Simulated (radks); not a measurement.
**The first electron to leave Zn**

The task here is to estimate one member of a computed series from the others.

Method: scalar-relativistic Kohn-Sham, PBE, spin-polarised, spherical densities, finite nucleus; open shells are filled with parallel spins first. Code: radks (a radial shooting solver on a logarithmic mesh, Libxc functionals) version 1.

2 further runs of the same task are left out: 2 set aside as unsound or not needed.

### The atom as given

| Quantity | Value |
| --- | --- |
| element | zinc (Z = 30) |
| charge | 0 |
| electrons | 30 |
| configuration | [Ar] 3d10 4s2 |
| nuclear rms radius | 3.9283 fm |

Outer shells as boxes (Hund's rule):

Zn
```
[Ar] core
3d [↑↓][↑↓][↑↓][↑↓][↑↓]
4s [↑↓]
```

Set-up of the first run:

Settings of this run:

```text
Z 30
configuration [Ar] 3d10 4s2
relativity scalar-relativistic
functional pbe,pbe
spin polarised
nucleus finite rms 3.9283 fm
c 137.035999084
```

Among the steps run: The parent, Zn.

One of the session's tables, all rows but one given; the rest of the session is left out.

It belongs to the step «The parent, Zn». Sizes of the orbitals, from the radial functions (bohr):

```
level      <r>  outermost maximum (interpolated)  90 % within  nodes
   1s  0.05031                            0.0329       0.0899      0
   2s   0.2262                             0.189        0.350      1
   2p   0.1983                             0.152        0.324      0
   3s   0.6810                             0.588         1.02      2
   3p   0.7133                             0.592         1.10      1
   3d        ?                                 ?            ?      ?
   4s    2.655                              2.09         4.12      3
```

**Question.** Estimate the row for 3d.

As computed: <r>: 0.9115; outermost maximum (interpolated): 0.566; 90 % within: 1.61; nodes: 0. In the column «<r>» it lies between 3p (0.7133) and 4s (2.655).
